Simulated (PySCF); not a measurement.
# F₂H₃NSi, a complex of two parts: interaction energy

One table from this session's results is given with a row withheld; the runs are named, their logs left out.

Programs: PySCF 2.14.0. All values are calculated, for the isolated system unless a continuum is named. Atoms count from 0, parts from 1.

## The system as given

7 atoms, charge 0, multiplicity 1; geometry: GFN2-xTB. Parts: 1 = atoms 0–2, `F[Si]F`, charge 0; 2 = atoms 3–6, `N`, charge 0.

Set-up of the first run:

The job: settings as JSON, then the geometry in Å.

```
{"job": {"xc": "PBE0", "basis": "def2-SVPD", "d3": "d3bj", "grid": 2, "kind": "geom", "shake": 0.01}, "charge": 0, "multiplicity": 1, "parts": [{"atoms": "0-2", "charge": 0, "multiplicity": 1}, {"atoms": "3-6", "charge": 0, "multiplicity": 1}]}
F     -0.961189     0.148616     0.710480
Si     0.237654    -0.864005     0.352784
F      1.241187     0.357109    -0.062342
N      0.949731    -0.428452     2.400460
H      0.663729     0.535592     2.542337
H      0.460627    -0.999672     3.102101
H      1.931711    -0.531076     2.473388
```

Command:

```
$ OMP_NUM_THREADS=1 python cluster_run.py task.json out
```

The driver reads the jobs from task.json and runs them one after another.

Steps of the session up to this table: Geometry optimisation at PBE0-D3(BJ)/def2-SVPD; Coupled-cluster interaction energy: CCSD(T) and MP2.

One of the session's tables, all rows but one given; the rest of the session is left out.

It belongs to the step «Coupled-cluster interaction energy: CCSD(T) and MP2». 

```
                 method  interaction energy (kcal/mol)
         HF/aug-cc-pVDZ                         -17.45
        MP2/aug-cc-pVDZ                         -16.44
       CCSD/aug-cc-pVDZ                         -15.77
    CCSD(T)/aug-cc-pVDZ                              ?
         HF/aug-cc-pVTZ                         -18.71
        MP2/aug-cc-pVTZ                         -19.67
    SCS-MP2/aug-cc-pVTZ                         -18.39
      MP2, extrapolated                         -20.50
CCSD(T), limit estimate                         -19.68
```

**Question.** Estimate the row for CCSD(T)/aug-cc-pVDZ.

As computed: interaction energy (kcal/mol): -15.62. In the column «interaction energy (kcal/mol)» it is the highest.

Limits of these values: The interaction energy leaves out the deformation of the parts, 2.69 kcal/mol (MP2); added to the CCSD(T) estimate it gives a binding of about -17.00 kcal/mol.
